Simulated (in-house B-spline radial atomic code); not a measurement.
# B⁴⁺: a test of the Gauss points an interval

Aim: see how the result and the number of iterations for B⁴⁺ depend on the Gauss points an interval.

The numbers are computed with in-house B-spline radial atomic code version 1 (Dirac-Coulomb LDA (Slater, VWN5), spherical fractional occupations, Fermi nucleus, basis-set limit), except any that are marked as measured or tabulated.

## Step 1: Starting point

* element: boron (Z = 5)
* charge: +4
* electrons: 1
* configuration: 1s1
* Hamiltonian: Dirac-Coulomb
* nucleus: Fermi, rms radius 2.406 fm

A run counts as converged when the orbital gradient is under the tolerance times 10 hartree (or under the basis's noise floor) and the energy moved by less than 1e-8 hartree times the root of its size. Energy differences under 4e-08 hartree are noise.

## Step 2: Reference run with standard settings

Settings of the run:

```ini
Z = 5
electrons = 1.0
configuration = 1s1
hamiltonian = dirac
method = lda,vwn
spin_polarised = False
nucleus = fermi
rms_radius = 2.406
mass_number = 11
atomic_mass = 11.009305166
speed_of_light = 137.035999084
knot_spacing = 0.22
spline_order = 8
gauss_points = 12
box_radius = 12.77
max_iterations = 70
damping = 0.5
damped_steps = 3
diis_vectors = 10
tolerance = 1e-08
start = Thomas-Fermi
```

Started as:

```bash
$ python run_scf.py task.json out
```

The settings of every run stand in task.json; they run in order.

Main fields of the result record, rounded:

```text
{
  "status": "converged",
  "scf [iteration, energy, orbital gradient]": [
    [1, -12.0830579351, 0.0188],
    [2, -12.0886126733, 0.000555],
    [3, -12.0886177428, 0.000267],
    [4, -12.0886189208, 0.000129],
    [5, -12.088619277, 4.78e-06],
    [6, -12.0886192775, 5.02e-09]
  ],
  "energy [hartree]": {"total": -12.0886192775, "kinetic": 12.0446811547, "nuclear": -24.5432697457, "coulomb": 1.52826694889, "xc": -1.11829763543},
  "orbitals [hartree, bohr; first row names the columns]": [
    ["name", "occ", "eps", "<r>"],
    ["1s1/2", 1.0, -10.915832, 0.30729]
  ],
  "sum_r [bohr^k]": {"-1": 4.908654, "1": 0.3072873, "2": 0.1264554},
  "density_at_nucleus [bohr^-3]": 38.7361
}
```

Wall time 0.52 s (1 thread, shared host).

## Step 3: Gauss points an interval 3

The settings differ from step 2 so:

```diff
@@ -13,3 +13,3 @@
 spline_order = 8
-gauss_points = 12
+gauss_points = 3
 box_radius = 12.77
```

Result record:

```text
{
  "status": "converged",
  "scf [iteration, energy, orbital gradient]": [
    [1, -12.0830577823, 0.0188],
    [2, -12.0886125255, 0.000555],
    [3, -12.088617595, 0.000267],
    [4, -12.088618773, 0.000129],
    [5, -12.0886191292, 4.78e-06],
    [6, -12.0886191297, 5.02e-09]
  ],
  "energy [hartree]": {"total": -12.0886191297, "kinetic": 12.0446810072, "nuclear": -24.5432695487, "coulomb": 1.52826704587, "xc": -1.11829763407},
  "orbitals [hartree, bohr; first row names the columns]": [
    ["name", "occ", "eps", "<r>"],
    ["1s1/2", 1.0, -10.915832, 0.30729]
  ],
  "sum_r [bohr^k]": {"-1": 4.908654, "1": 0.3072873, "2": 0.1264554},
  "energy_minus_base [hartree]": 1.47794356e-07
}
```

Wall time 0.17 s (1 thread, shared host).

energy_minus_base is the energy less that of the reference run.

## Step 4: Gauss points an interval 4

The settings differ from step 3 so:

```diff
@@ -13,3 +13,3 @@
 spline_order = 8
-gauss_points = 3
+gauss_points = 4
 box_radius = 12.77
```

Result record:

```text
{
  "status": "converged",
  "scf [iteration, energy, orbital gradient]": [
    [1, -12.0830579371, 0.0188],
    [2, -12.0886126753, 0.000555],
    [3, -12.0886177449, 0.000267],
    [4, -12.0886189228, 0.000129],
    [5, -12.0886192791, 4.78e-06],
    [6, -12.0886192795, 5.02e-09]
  ],
  "energy [hartree]": {"total": -12.0886192795, "kinetic": 12.0446811568, "nuclear": -24.5432697503, "coulomb": 1.52826694963, "xc": -1.11829763565},
  "orbitals [hartree, bohr; first row names the columns]": [
    ["name", "occ", "eps", "<r>"],
    ["1s1/2", 1.0, -10.915832, 0.30729]
  ],
  "sum_r [bohr^k]": {"-1": 4.908654, "1": 0.3072873, "2": 0.1264554},
  "energy_minus_base [hartree]": -2.03344008e-09
}
```

It took 0.18 s on 1 thread, shared host.

## Step 5: Gauss points an interval 5

The settings differ from step 4 so:

```diff
@@ -13,3 +13,3 @@
 spline_order = 8
-gauss_points = 4
+gauss_points = 5
 box_radius = 12.77
```

Result record:

```text
{
  "status": "converged",
  "scf [iteration, energy, orbital gradient]": [
    [1, -12.0830579351, 0.0188],
    [2, -12.0886126733, 0.000555],
    [3, -12.0886177429, 0.000267],
    [4, -12.0886189208, 0.000129],
    [5, -12.0886192771, 4.78e-06],
    [6, -12.0886192775, 5.02e-09]
  ],
  "energy [hartree]": {"total": -12.0886192775, "kinetic": 12.0446811548, "nuclear": -24.5432697457, "coulomb": 1.52826694889, "xc": -1.11829763544},
  "orbitals [hartree, bohr; first row names the columns]": [
    ["name", "occ", "eps", "<r>"],
    ["1s1/2", 1.0, -10.915832, 0.30729]
  ],
  "sum_r [bohr^k]": {"-1": 4.908654, "1": 0.3072873, "2": 0.1264554},
  "energy_minus_base [hartree]": -2.18971508e-11
}
```

Run time: 0.18 s. Hardware: 1 thread, shared host.

## Step 6: Gauss points an interval 6

The settings differ from step 5 so:

```diff
@@ -13,3 +13,3 @@
 spline_order = 8
-gauss_points = 5
+gauss_points = 6
 box_radius = 12.77
```

Result record:

```text
{
  "status": "converged",
  "scf [iteration, energy, orbital gradient]": [
    [1, -12.0830579351, 0.0188],
    [2, -12.0886126733, 0.000555],
    [3, -12.0886177428, 0.000267],
    [4, -12.0886189208, 0.000129],
    [5, -12.088619277, 4.78e-06],
    [6, -12.0886192775, 5.02e-09]
  ],
  "energy [hartree]": {"total": -12.0886192775, "kinetic": 12.0446811547, "nuclear": -24.5432697457, "coulomb": 1.52826694889, "xc": -1.11829763543},
  "orbitals [hartree, bohr; first row names the columns]": [
    ["name", "occ", "eps", "<r>"],
    ["1s1/2", 1.0, -10.915832, 0.30729]
  ],
  "sum_r [bohr^k]": {"-1": 4.908654, "1": 0.3072873, "2": 0.1264554},
  "energy_minus_base [hartree]": -3.21520588e-13
}
```

Run time: 0.18 s. Hardware: 1 thread, shared host.

## Step 7: Gauss points an interval 8

The settings differ from step 6 so:

```diff
@@ -13,3 +13,3 @@
 spline_order = 8
-gauss_points = 6
+gauss_points = 8
 box_radius = 12.77
```

Result record:

```text
{
  "status": "converged",
  "scf [iteration, energy, orbital gradient]": [
    [1, -12.0830579351, 0.0188],
    [2, -12.0886126733, 0.000555],
    [3, -12.0886177428, 0.000267],
    [4, -12.0886189208, 0.000129],
    [5, -12.088619277, 4.78e-06],
    [6, -12.0886192775, 5.02e-09]
  ],
  "energy [hartree]": {"total": -12.0886192775, "kinetic": 12.0446811547, "nuclear": -24.5432697457, "coulomb": 1.52826694889, "xc": -1.11829763543},
  "orbitals [hartree, bohr; first row names the columns]": [
    ["name", "occ", "eps", "<r>"],
    ["1s1/2", 1.0, -10.915832, 0.30729]
  ],
  "sum_r [bohr^k]": {"-1": 4.908654, "1": 0.3072873, "2": 0.1264554},
  "energy_minus_base [hartree]": -2.77111667e-13
}
```

It took 0.19 s on 1 thread, shared host.

## Step 8: Gauss points an interval 16

The settings differ from step 7 so:

```diff
@@ -13,3 +13,3 @@
 spline_order = 8
-gauss_points = 8
+gauss_points = 16
 box_radius = 12.77
```

Result record:

```text
{
  "status": "converged",
  "scf [iteration, energy, orbital gradient]": [
    [1, -12.0830579351, 0.0188],
    [2, -12.0886126733, 0.000555],
    [3, -12.0886177428, 0.000267],
    [4, -12.0886189208, 0.000129],
    [5, -12.088619277, 4.78e-06],
    [6, -12.0886192775, 5.02e-09]
  ],
  "energy [hartree]": {"total": -12.0886192775, "kinetic": 12.0446811547, "nuclear": -24.5432697457, "coulomb": 1.52826694889, "xc": -1.11829763543},
  "orbitals [hartree, bohr; first row names the columns]": [
    ["name", "occ", "eps", "<r>"],
    ["1s1/2", 1.0, -10.915832, 0.30729]
  ],
  "sum_r [bohr^k]": {"-1": 4.908654, "1": 0.3072873, "2": 0.1264554},
  "energy_minus_base [hartree]": -2.27373675e-13
}
```

Run time: 0.24 s. Hardware: 1 thread, shared host.

## Step 9: What each setting did

| run | outcome | iterations | energy less the reference (hartree) |
| --- | --- | --- | --- |
| reference | converged | 6 | 0 |
| Gauss points an interval 3 | converged | 6 | +1.48e-07 |
| Gauss points an interval 4 | converged | 6 | below noise |
| Gauss points an interval 5 | converged | 6 | below noise |
| Gauss points an interval 6 | converged | 6 | below noise |
| Gauss points an interval 8 | converged | 6 | below noise |
| Gauss points an interval 16 | converged | 6 | below noise |

What this shows: Of 6 changed inputs, 6 gave the reference energy within 1e-05 hartree. No value tried here spoils the result.
